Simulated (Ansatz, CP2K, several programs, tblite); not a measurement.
Energy against volume for Mg2SO as one 4-atom ordering (R-3m) on the rocksalt lattice, at fixed shape and fractional coordinates, computed by several methods (PBE and r2SCAN, where shown, with plane waves in Ansatz); the cell shown is that of r2SCAN. With free coordinates or axes held, a curve is too stiff, and on another method's shape its minimum isn't the method's own volume. The symmetry is R-3m (No. 166, trigonal); conventional cell a = 3.340 Å, c = 16.492 Å, 13.28 Å³ an atom. Around O lie 6 Mg at 2.26 Å; around S lie 6 Mg at 2.48 Å; around Mg lie 3 O at 2.26 Å and 3 S at 2.48 Å. Note: simulated data, non-magnetic, for a generated structure that need not be the stable one. Energies count from each curve's lowest point; fits are third-order Birch-Murnaghan.

```
O S Mg
1.0
     1.66996    0.96415    5.49749
    -1.66996    0.96415    5.49749
     0.00000   -1.92831    5.49749
O S Mg
1 1 2
Cartesian
  1.6700 0.9642 5.4975
  0.0000 0.0000 8.2462
  0.0000 0.0000 4.3154
  0.0000 0.0000 12.1770
```

PBE, on the shape of its own relaxed cell:

| V (Å³/atom) | E (meV/atom) |
| --- | --- |
| 12.788 | 16.92 |
| 13.196 | 4.05 |
| 13.604 | 0.00 |
| 14.012 | 3.51 |
| 14.420 | 13.53 |

V₀ = 13.61 Å³ an atom and B₀ = 99 GPa.

GFN1-xTB (tblite), on the shape of the cell shown, as a cluster of 108 atoms at the zone centre:
```
V (Å³/atom)  E (meV/atom)
     11.684        126.26
     12.481         47.55
     13.277          9.26
     14.074          0.00
     14.871         11.90
```
This method closes the gap of a crystal that DFT finds insulating, so its curve rests on a wrong state.
V₀ = 13.98 Å³ an atom and B₀ = 77 GPa.

**Question.** r2SCAN, on the shape of its own relaxed cell, gives
```
V (Å³/atom)  E (meV/atom)
     12.481         17.90
     12.879          4.26
     13.277          0.00
     13.676          3.82
     14.074         14.58
```
What equilibrium volume and bulk modulus follow?

**Answer.** V₀ = 13.28 Å³ an atom and B₀ = 108 GPa.

light PBE (260 eV and a coarse mesh), on the shape of the cell shown:
```csv
V (Å³/atom),E (meV/atom)
12.215,61.56
12.746,30.03
13.277,0.00
13.808,7.13
14.339,15.04
14.871,34.66
```
The points scatter about the fit by more than 0.3 meV an atom, since at so low a cutoff the number of plane waves jumps with the volume, so no fit is quoted.

PBE/DZVP (CP2K), on the shape of the cell shown:

| V (Å³/atom) | E (meV/atom) |
| --- | --- |
| 11.684 | 139.06 |
| 12.481 | 62.85 |
| 13.277 | 13.93 |
| 14.074 | 0.00 |
| 14.871 | 28.51 |

The points scatter about the fit by more than 0.3 meV an atom, so no fit is quoted.
